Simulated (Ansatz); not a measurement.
# C₂H₄AlN: how energies converge with the basis set

How large a basis does C₂H₄AlN need? Two functionals are run in growing sets.

Computed with Ansatz 0.2.0, Gaussian basis. Level: one geometry, several basis sets.

Plan: PBE0-D4/def2-SVP; ωB97M-V/def2-SVP; PBE0-D4/def2-QZVPP; ωB97M-V/def2-QZVPP; the functionals' def2-TZVPP values are taken from earlier runs.

## 1. The geometry

All runs share one geometry, relaxed beforehand with PBE0-D4 in a triple-zeta def2 set.

SMILES `C[C]1=[N][AlH]1`, 8 atoms, charge 0, spin multiplicity 1.

Atoms are counted from 1 here; the program's logs count them from 0.

Bond lengths: C1–C2 1.484 Å, C1–H5 1.093 Å, C1–H6 1.094 Å, C1–H7 1.093 Å, C2–N3 1.291 Å, C2–Al4 1.845 Å, N3–Al4 1.829 Å, Al4–H8 1.566 Å. Angles: C2–C1–H5 110.0°, C2–C1–H6 110.3°, C2–C1–H7 110.0°, H5–C1–H6 109.8°, H5–C1–H7 106.9°, H6–C1–H7 109.8°, C1–C2–N3 128.4°, C1–C2–Al4 162.8°, N3–C2–Al4 68.8°, C2–N3–Al4 70.1°, C2–Al4–N3 41.1°, C2–Al4–H8 176.4°, N3–Al4–H8 142.5°.

Geometry (Å):

```xyz
8
C2H4AlN
C    -0.1092    1.2864   -0.2808
C     0.0924   -0.1639   -0.0408
N     0.9169   -0.9662   -0.6257
Al   -0.0534   -1.8772    0.6294
H     0.0803    1.8471    0.6381
H     0.5600    1.6361   -1.0723
H    -1.1478    1.4788   -0.5619
H    -0.2470   -3.2982    1.2581
```

## 2. PBE0-D4 in def2-SVP

The input, in.yaml:

```yaml
crystal:
  periodic: [false, false, false]
  atoms:
    - {symbol: C, position_ang: [-0.109220, 1.286414, -0.280835]}
    - {symbol: C, position_ang: [0.092354, -0.163932, -0.040795]}
    - {symbol: N, position_ang: [0.916940, -0.966157, -0.625658]}
    - {symbol: Al, position_ang: [-0.053369, -1.877229, 0.629445]}
    - {symbol: H, position_ang: [0.080298, 1.847088, 0.638148]}
    - {symbol: H, position_ang: [0.559984, 1.636119, -1.072282]}
    - {symbol: H, position_ang: [-1.147765, 1.478833, -0.561886]}
    - {symbol: H, position_ang: [-0.247023, -3.298238, 1.258064]}
basis:
  gaussian: {orbitals: def2-SVP}
hamiltonian: {xc: pbe0, dispersion: d4}
output: {orbitals: {seedname: orbitals}}
```

Run with:

```sh
$ ansatz run in.yaml --threads 2 --pin off --events-out ev --progress --plain --max-ram 4352MiB
```

After this run come: ωB97M-V in def2-SVP; PBE0-D4 in def2-QZVPP; ωB97M-V in def2-QZVPP.

Q: Predict the results of all the runs planned. Wanted: PBE0-D4: double and triple zeta above quadruple; ωB97M-V: double and triple zeta above quadruple.

As calculated:

| quantity | value |
| --- | --- |
| PBE0-D4: double and triple zeta above quadruple | 6.82, 0.41 eV |
| ωB97M-V: double and triple zeta above quadruple | 6.97, 0.40 eV |

**Reading.** For PBE0-D4 the step from double to triple zeta gains 6.41 eV and the next only 0.41 eV. These are total energies; as a rule much of such shifts cancels in differences, which this series doesn't test. The LUMO of ωB97M-V is positive and keeps falling with the basis (0.74 to 0.23 eV): an unbound level that the basis holds in place.
